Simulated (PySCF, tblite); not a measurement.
**C₂H₁₂NPSi₂: geometry, infrared bands and NMR shifts**

Aim: predict the infrared bands and NMR shifts of C₂H₁₂NPSi₂ (`CN(C)[Si@@H]([SiH3])P`).

The runs use tblite 0.8.0 and PySCF 2.14.0, with density-fitted response routines of our own; the level of theory stands in each step. All values are computed, except where a source is named. Atoms are numbered from 0 throughout.

## 1. The molecule as given

18 atoms, charge 0, multiplicity 1; geometry from: force field or distance geometry start.

Bonds of the start (Å): C0–N1 1.46, N1–C2 1.42, N1–Si3 1.80, Si3–Si4 2.24, Si3–P5 2.19, C0–H6 1.12, C0–H7 1.10, C0–H8 1.10, C2–H9 1.13, C2–H10 1.10, C2–H11 1.11, Si3–H12 1.46, Si4–H13 1.47, Si4–H14 1.48, Si4–H15 1.47, P5–H16 1.43, P5–H17 1.44.

## 2. Optimising the geometry with GFN2-xTB

What the job is given:

```
{"job": {"kind": "relax", "xc": "GFN2-xTB", "basis": "xTB"}, "charge": 0, "multiplicity": 1}
C     -1.726800    -0.844600     0.263600
N     -0.936100     0.379800     0.348200
C     -1.641200     1.388600    -0.361700
Si     0.639000    -0.035300    -0.418600
Si     2.330400     1.090700     0.532100
P      0.940800    -2.182000    -0.087800
H     -2.676700    -0.656200    -0.304000
H     -1.183000    -1.634000    -0.268600
H     -1.906100    -1.215000     1.288400
H     -2.726500     1.315800    -0.050000
H     -1.237500     2.374700    -0.105700
H     -1.633100     1.201300    -1.454100
H      0.621600     0.294700    -1.841400
H      2.737700     2.244000    -0.284100
H      1.978700     1.507400     1.906500
H      3.482600     0.170900     0.567300
H      1.810500    -2.820300    -1.023200
H      1.116900    -2.574300     1.281700
```

Started as:

```bash
OMP_NUM_THREADS=1 python probes_run.py task.json out
```

The driver reads the jobs from task.json and runs them one after another.

**Question.** This job is followed by: GFN2-xTB harmonic vibrations, gas phase; GIAO PBE0/pcSseg-1 NMR shielding, non-relativistic, gas phase. What will the session give for the following? strongest single infrared mode (GFN2-xTB); zero-point energy (GFN2-xTB); 13C shifts against TMS (PBE0/pcSseg-1, means over atoms taken as alike); 1H shifts against TMS (PBE0/pcSseg-1, means over atoms taken as alike); 15N shifts against NH3 (PBE0/pcSseg-1); 29Si shifts against TMS (PBE0/pcSseg-1); 31P shifts against H3PO4 (PBE0/pcSseg-1).

The runs gave:

```
                                                               quantity                       value
                              strongest single infrared mode (GFN2-xTB)       2227 cm⁻¹, 371 km/mol
                                           zero-point energy (GFN2-xTB)               82.0 kcal/mol
13C shifts against TMS (PBE0/pcSseg-1, means over atoms taken as alike)                    42.5 ppm
 1H shifts against TMS (PBE0/pcSseg-1, means over atoms taken as alike)  5.55, 3.49, 2.58, 0.94 ppm
                                 15N shifts against NH3 (PBE0/pcSseg-1)                    11.0 ppm
                                29Si shifts against TMS (PBE0/pcSseg-1)           -22.1, -112.8 ppm
                               31P shifts against H3PO4 (PBE0/pcSseg-1)                  -290.7 ppm
```

In words: Over 135 steps the energy fell by 1.970 eV; of the close pairs, Si3–Si4 changed most, 2.243 to 2.327 Å. All 48 modes are real, so the xTB geometry is a minimum. GFN2-xTB is a fitted tight-binding method: band positions and strengths are rough. Its intensities can rank the bands wrongly. At PBE0/pcSseg-1: The largest span, 165 ppm, is at Si3, where the paramagnetic term is -511 ppm.
